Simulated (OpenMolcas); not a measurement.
**Nd³⁺: CASSCF and CASPT2 terms and fine-structure levels**

Wanted: the level scheme of Nd³⁺ from active-space wave functions, then second-order correlation under several settings.

The numbers are computed with OpenMolcas 26.06 (state-averaged CASSCF and CASPT2, spin-orbit coupling by RASSI with atomic mean-field integrals), except any that are marked as measured or tabulated.

## 1. What is computed

| Item | Value |
| --- | --- |
| Species | Nd³⁺ (neodymium, Z = 60, 57 electrons) |
| Basis | ANO-R3 [9s8p5d5f3g1h], 131 functions |
| Scalar Hamiltonian | X2C, finite nucleus |
| Inactive shells | 1s 2s 2p 3s 3p 3d 4s 4p 4d 5s 5p |
| Active space | 3 electrons in 7 orbitals (4f) |
| Some configurations of this space | 4f3 |
| Orbitals | optimised for the ground-state spin in each parity, averaged over the low roots |

The outer shells:

4f3
```
4f [↑ ][↑ ][↑ ][  ][  ][  ][  ]
```

The work runs as a chain of OpenMolcas steps in one folder; each step below is one input file. Labels, J, g values, rates, χT and fits are worked out afterwards by a script from the matrices that RASSI stores.

## 2. One- and two-electron integrals

The input, a.inp:

```
&GATEWAY
Coord
1

Nd 0.0 0.0 0.0
Basis=ANO-R3
Group=XYZ
NoMove
AngMom=0.0 0.0 0.0
AMFI
&SEWARD
```

The run is started by

```bash
> OMP_NUM_THREADS=1 MOLCAS_MEM=2252 MOLCAS_PROJECT=a pymolcas a.inp > a.log
```

## 3. CASSCF: quartets of odd parity, 30 roots

The input, a.inp:

```
&RASSCF
FileOrb=start.orb
Symmetry=2
Spin=4
nActEl=3 0 0
Inactive=15 12
Ras2=0 7
CIRoot=30 30 1
SDav=35
CIMx=300
Iter=120 100
PrWF=0.3
OrbListing=Nothing
MaxOrb=0
Atom
>>> COPY $Project.JobIph JOB001
```

start.orb holds the contracted functions of the basis, ordered by shell, or the orbitals of the step before.

## 4. CASSCF: doublets of odd parity, 112 roots

The input, a.inp:

```
&RASSCF
FileOrb=start.orb
Symmetry=2
Spin=2
nActEl=3 0 0
Inactive=15 12
Ras2=0 7
CIRoot=112 112 1
SDav=112
CIMx=300
Iter=120 100
PrWF=0.3
OrbListing=Nothing
MaxOrb=0
Atom
CIOnly
>>> COPY $Project.JobIph JOB002
```

## 5. RASSI: spin-orbit coupling between the states

The input, a.inp:

```
&RASSI
NrOfJobIphs=2 30 43
1 2 3 4 5 6 7 8 9 10 11 12 13 14 15 16 17 18 19 20 21 22 23 24 25 26 27
28 29 30
1 2 3 4 5 6 7 8 9 10 11 12 13 14 15 16 17 18 19 20 21 22 23 24 25 26 27
28 29 30 31 32 33 34 35 36 37 38 39 40 41 42 43
IphNames
JOB001
JOB002
EJob
SpinOrbit
DIPRint=1.0
SOCoupling=1000.0
Subsets=2
MEES
Property=10
'ANGMOM' 1 'ANGMOM' 2 'ANGMOM' 3 'MLTPL  1' 1 'MLTPL  1' 2 'MLTPL  1' 3
'AMFI' 1 'AMFI' 2 'AMFI' 3 'MLTPL  2' 6
SOProperty=3
'ANGMOM' 1 'ANGMOM' 2 'ANGMOM' 3
```

## 6. CASPT2: IPEA 0.6 (closed shells correlated: none)

The input, a.inp:

```
>>> COPY JOB001 $Project.JobIph
&CASPT2
Multistate=30 1 2 3 4 5 6 7 8 9 10 11 12 13 14 15 16 17 18 19 20 21 22
23 24 25 26 27 28 29 30
NoMult
Frozen=15 12
IPEA=0.6
MaxIter=60
WThr=0.0 0.3 0.05
PrWF=0.5
NoMix
>>> COPY JOB002 $Project.JobIph
&CASPT2
Multistate=43 1 2 3 4 5 6 7 8 9 10 11 12 13 14 15 16 17 18 19 20 21 22
23 24 25 26 27 28 29 30 31 32 33 34 35 36 37 38 39 40 41 42 43
NoMult
Frozen=15 12
IPEA=0.6
MaxIter=60
WThr=0.0 0.3 0.05
PrWF=0.5
NoMix
```

## 7. CASPT2: IPEA 0, sigma2 regulariser 0.2 (closed shells correlated: 5s 5p), extended multistate

The input, a.inp:

```
>>> COPY JOB001 $Project.JobIph
&CASPT2
XMultistate=30 1 2 3 4 5 6 7 8 9 10 11 12 13 14 15 16 17 18 19 20 21 22
23 24 25 26 27 28 29 30
Frozen=14 9
IPEA=0.0
Sig2=0.2
MaxIter=60
WThr=0.0 0.3 0.05
PrWF=0.5
NoMix
>>> COPY JOB002 $Project.JobIph
&CASPT2
XMultistate=43 1 2 3 4 5 6 7 8 9 10 11 12 13 14 15 16 17 18 19 20 21 22
23 24 25 26 27 28 29 30 31 32 33 34 35 36 37 38 39 40 41 42 43
Frozen=14 9
IPEA=0.0
Sig2=0.2
MaxIter=60
WThr=0.0 0.3 0.05
PrWF=0.5
NoMix
```

## 8. CASPT2: IPEA 0.1, imaginary shift 0.4 (closed shells correlated: 5s 5p), extended multistate

Edit a.inp of step 7 so:

```diff
@@ -5,4 +5,4 @@
 Frozen=14 9
-IPEA=0.0
-Sig2=0.2
+IPEA=0.1
+Imaginary=0.4
 MaxIter=60
@@ -16,4 +16,4 @@
 Frozen=14 9
-IPEA=0.0
-Sig2=0.2
+IPEA=0.1
+Imaginary=0.4
 MaxIter=60
```

(Steps that only read results are left out.)

What does the calculation give? Wanted: lowest level; first excited level; lowest level of another term; spin-orbit lowering of the lowest level; strongest of the lines computed, by gA.

The runs gave:

| quantity | value |
| --- | --- |
| method | SS-CASPT2, IPEA 0.6 (closed shells correlated: none) |
| lowest level | 4f3 4I* 9/2, 97 % of that term, g = 0.732 |
| ground level listed by NIST | 4I°9/2 |
| first excited level | 4f3 4I* 11/2 at 2020 cm-1 |
| lowest level of another term | 4f3 2H* 9/2 at 14130 cm-1 |
| spin-orbit lowering of the lowest level | 3770 cm-1 |
| strongest of the lines computed, by gA (one parity, so forbidden lines), at XMS-CASPT2 energies | 4f3 2K* 15/2 → 4f3 4I* 15/2, 540.7 nm, A = 2.07e+00 s⁻¹ |

What each method costs and misses:

```csv
method,time of its own steps,time with the reference,mean absolute difference from the measured levels (cm-1)
A. CASSCF,43 s,43 s,3600
"B. SS-CASPT2, IPEA 0.6, +none",45 s,88 s,2400
"C. XMS-CASPT2, IPEA 0, sigma2 regulariser 0.2, +5s 5p",97 s,2.3 min,1400
"D. XMS-CASPT2, IPEA 0.1, imaginary shift 0.4, +5s 5p",90 s,2.2 min,1700
```

Times are of one thread on a shared host.

The multiplet 4I* is regular; its intervals divided by the larger J differ by 20 % of their mean, where Landé's rule for pure LS coupling makes them equal. Second-order correlation (method B) scales the levels of the lowest configuration above 5000 cm⁻¹ by 0.89 to 1.01. Method C lies closest to the measured levels (1400 cm⁻¹ on average) and A farthest (3600). Only the configurations of the active space and the roots asked for are present. The doublets rest on orbitals optimised for another spin in at least one step, which raises them against the optimised states. Not all states of the active space went into the spin-orbit step. CASPT2 does not keep the components of a term degenerate, and the means are used. High states of lower spin are left out of the spin-orbit mixing. Only valence configurations of the active space appear, up to the ionisation limit; * or ° marks odd parity.
